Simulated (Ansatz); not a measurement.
# BF2H3OSi: small, medium and large basis sets

Aim: see how fast density functionals converge with the basis set for BF2H3OSi.

Method: one geometry, several basis sets; program: Ansatz 0.2.0, Gaussian basis.

The runs, in order: PBE0-D4/def2-SVP; ωB97M-V/def2-SVP; PBE0-D4/def2-QZVPP; ωB97M-V/def2-QZVPP; the functionals' def2-TZVPP values are taken from earlier runs.

## Step 1: Structure used throughout

An earlier PBE0-D4 in a triple-zeta def2 set relaxation fixed the geometry.

SMILES `FB(F)O[SiH3]`, 8 atoms, charge 0, spin multiplicity 1.

Atoms are counted from 1 here; the program's logs count them from 0.

Bond lengths: F1–B2 1.319 Å, B2–F3 1.328 Å, B2–O4 1.339 Å, O4–Si5 1.661 Å, Si5–H6 1.483 Å, Si5–H7 1.479 Å, Si5–H8 1.483 Å. Angles: F1–B2–F3 117.5°, F1–B2–O4 120.5°, F3–B2–O4 121.9°, B2–O4–Si5 133.7°, O4–Si5–H6 109.6°, O4–Si5–H7 106.3°, O4–Si5–H8 109.6°, H6–Si5–H7 110.5°, H6–Si5–H8 110.2°, H7–Si5–H8 110.5°.

## Step 2: PBE0-D4 in def2-SVP

in.yaml

```yaml
crystal:
  periodic: [false, false, false]
  atoms:
    - {symbol: F, position_ang: [1.644602, -1.936190, 1.091784]}
    - {symbol: B, position_ang: [0.585688, -1.261656, 0.687717]}
    - {symbol: F, position_ang: [-0.607684, -1.793887, 0.922398]}
    - {symbol: O, position_ang: [0.726551, -0.084406, 0.064777]}
    - {symbol: Si, position_ang: [-0.345075, 1.014923, -0.568171]}
    - {symbol: H, position_ang: [-1.234605, 1.517569, 0.506121]}
    - {symbol: H, position_ang: [0.469501, 2.116517, -1.124906]}
    - {symbol: H, position_ang: [-1.146877, 0.370030, -1.635519]}
basis:
  gaussian: {orbitals: def2-SVP}
hamiltonian: {xc: pbe0, dispersion: d4}
output: {orbitals: {seedname: orbitals}}
```

Further steps of the session: ωB97M-V in def2-SVP; PBE0-D4 in def2-QZVPP; ωB97M-V in def2-QZVPP.

**Question.** What will the summary of the whole plan be? Wanted: PBE0-D4: double and triple zeta above quadruple; ωB97M-V: double and triple zeta above quadruple.

**Answer**, as computed:

| quantity | value |
| --- | --- |
| PBE0-D4: double and triple zeta above quadruple | 13.50, 0.72 eV |
| ωB97M-V: double and triple zeta above quadruple | 13.64, 0.67 eV |

For PBE0-D4 the step from double to triple zeta gains 12.78 eV and the next only 0.72 eV. Total energies overstate the basis error of differences, where much of it tends to cancel. The LUMO of ωB97M-V is positive and keeps falling with the basis (2.25 to 1.09 eV): an unbound level that the basis holds in place.
